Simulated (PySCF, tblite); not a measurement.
# C₄H₁₁BFN: geometry, infrared bands and NMR shifts

Wanted: the infrared bands and NMR shifts of C₄H₁₁BFN (`[BH3-][NH2+][C@@H]1C[C@@H]1CF`), by calculation.

Computed with tblite 0.8.0 and PySCF 2.14.0, with density-fitted response routines of our own, on a single molecule in the gas phase. Atoms are numbered from 0 throughout.

## 1. The starting structure

18 atoms, charge 0, multiplicity 1; geometry from: force field or distance geometry start.

Bonds of the start (Å): B0–N1 1.52, N1–C2 1.43, C2–C3 1.55, C3–C4 1.51, C4–C5 1.48, C5–F6 1.40, C4–C2 1.50, B0–H7 1.17, B0–H8 1.19, B0–H9 1.20, N1–H10 1.05, N1–H11 1.05, C2–H12 1.09, C3–H13 1.10, C3–H14 1.10, C4–H15 1.13, C5–H16 1.11, C5–H17 1.10.

## 2. Geometry optimisation with GFN2-xTB

Job settings and geometry (Å):

```
{"job": {"kind": "relax", "xc": "GFN2-xTB", "basis": "xTB"}, "charge": 0, "multiplicity": 1}
B      1.985900     0.369000     0.813600
N      1.120000     0.358500    -0.438300
C      0.193200    -0.731200    -0.518000
C     -0.951800    -0.367400    -1.501400
C     -1.224400    -0.663600    -0.045300
C     -1.729900     0.360200     0.899500
F     -1.007500     0.245900     2.097200
H      2.071800    -0.639700     1.399100
H      1.632600     1.259300     1.526800
H      3.083000     0.685500     0.455200
H      1.771300     0.236900    -1.255000
H      0.662800     1.286000    -0.594500
H      0.600600    -1.742300    -0.614900
H     -0.993500     0.682200    -1.816500
H     -1.072200    -1.163800    -2.252500
H     -1.701300    -1.672300     0.117300
H     -2.770400     0.100300     1.169600
H     -1.679200     1.402900     0.546500
```

Command:

```console
> OMP_NUM_THREADS=1 python probes_run.py task.json out
```

One launch serves the whole session: the jobs run in the order shown.

**Question.** This job is followed by: GFN2-xTB harmonic vibrations, gas phase; GIAO PBE0/pcSseg-1 NMR shielding, non-relativistic, gas phase. What will the session give for the following? strongest single infrared mode (GFN2-xTB); zero-point energy (GFN2-xTB); ¹³C shifts against TMS (PBE0/pcSseg-1); ¹H shifts against TMS (PBE0/pcSseg-1, means over atoms taken as alike); ¹¹B shifts against BF3·OEt2 (PBE0/pcSseg-1); ¹⁵N shifts against NH3 (PBE0/pcSseg-1); ¹⁹F shifts against CFCl3 (PBE0/pcSseg-1); surface potential, 1st and 99th percentile.

**Answer**, as computed:

```
                                                              quantity                                                     value
                             strongest single infrared mode (GFN2-xTB)                                     2449 cm⁻¹, 317 km/mol
                                          zero-point energy (GFN2-xTB)                                             93.9 kcal/mol
                                ¹³C shifts against TMS (PBE0/pcSseg-1)                                87.5, 35.1, 20.4, 16.2 ppm
¹H shifts against TMS (PBE0/pcSseg-1, means over atoms taken as alike)  5.73, 4.01, 3.36, 2.51, 1.99, 1.98, 1.57, 1.07, 0.28 ppm
                           ¹¹B shifts against BF3·OEt2 (PBE0/pcSseg-1)                                                 -22.7 ppm
                                ¹⁵N shifts against NH3 (PBE0/pcSseg-1)                                                  61.8 ppm
                              ¹⁹F shifts against CFCl3 (PBE0/pcSseg-1)                                                -256.2 ppm
                                 surface potential, 1st and 99th percentile                                        -1.54 V and 2.47 V
```

What this shows: Over 178 steps the energy fell by 0.967 eV; of the close pairs, B0–N1 changed most, 1.522 to 1.656 Å. No mode is imaginary among the 48: a minimum at this level. The strongest single mode, at 2449 cm⁻¹, moves mainly H9. GFN2-xTB is a fitted tight-binding method: band positions and strengths are rough. Its intensities can rank the bands wrongly.
